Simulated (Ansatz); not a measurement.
# Sc3Cu2: the cost of one run

Computed with Ansatz 0.2.0 (DFT PBE, scalar-relativistic, plane waves, PAW, unless a step's input says otherwise).

## Step 1: The structure to begin with

It takes space group Pm-3m (No. 221, cubic). The conventional cell has a = 4.907 Å, b = 4.907 Å, c = 4.907 Å, α = 90.00°, β = 90.00°, γ = 90.00°. Sc (site symmetry 4/mmm) is surrounded by 2 Cu at 2.45 Å. Cu (site symmetry m-3m) is surrounded by 12 Sc at 3.47 Å. Cu (site symmetry m-3m) is surrounded by 6 Sc at 2.45 Å.

Structure file:

```xyz
5
Lattice="4.9070 0.0000 0.0000 0.0000 4.9070 0.0000 0.0000 0.0000 4.9070" Properties=species:S:1:pos:R:3 pbc="T T T"
Sc    0.0000    2.4535    2.4535
Sc    2.4535    0.0000    2.4535
Sc    2.4535    2.4535    0.0000
Cu    0.0000    0.0000    0.0000
Cu    2.4535    2.4535    2.4535
```

It is the end of an earlier relaxation with the same method, from a generated guess; it is a trial structure. At a tolerance of 0.05 Å it has space group Pm-3m (No. 221); it has 23.63 Å³/atom, an uncorrected energy of +0.38 eV/atom over the elements.

## Step 2: Electronic structure at the relaxed geometry

Input file input.yaml:

```yaml
crystal:
  lattice:
    - [4.9070101559, 0.0, 0.0]
    - [0.0, 4.9070101559, 0.0]
    - [0.0, 0.0, 4.9070101559]
  atoms:
    - { symbol: Sc, position: [0.0, 0.5, 0.5] }
    - { symbol: Sc, position: [0.5, 0.0, 0.5] }
    - { symbol: Sc, position: [0.5, 0.5, 0.0] }
    - { symbol: Cu, position: [0.0, 0.0, 0.0] }
    - { symbol: Cu, position: [0.5, 0.5, 0.5] }
basis:
  ecutwfc: 420
kpoints:
  mp_grid: { grid: [8, 8, 8] }
  band_path:
    path:
      - [[0.0, 0.0, 0.0], [0.0, 0.5, 0.0], [0.5, 0.5, 0.0], [0.0, 0.0, 0.0], [0.5, 0.5, 0.5], [0.0, 0.5, 0.0]]
      - [[0.5, 0.5, 0.5], [0.5, 0.5, 0.0]]
    npoints: 14
hamiltonian:
  xc: pbe
scf:
  occupations: { method: gaussian, width: 0.1 }
  n_extra_bands: 12
output:
  forces: true
  stress: true
  eigenvalues: true
  populations: true
  dos: { projected: true, de: 0.02, nscf_kmesh: { grid: [10, 10, 10] } }
  bader: true
  write_density: true
  write_potential: true
  elf: true
  volumetric_format: npy
```

Launch:

```bash
$ ansatz run input.yaml --threads 1 --pin off --max-ram 2560MiB --backend cpu --events-out ev --progress --plain --runs-dir out
```

Q: Estimate wall time and peak memory on 1 thread of Intel Xeon at 2.70GHz, shared host.

About 83 s, with a peak of 0.58 GiB.
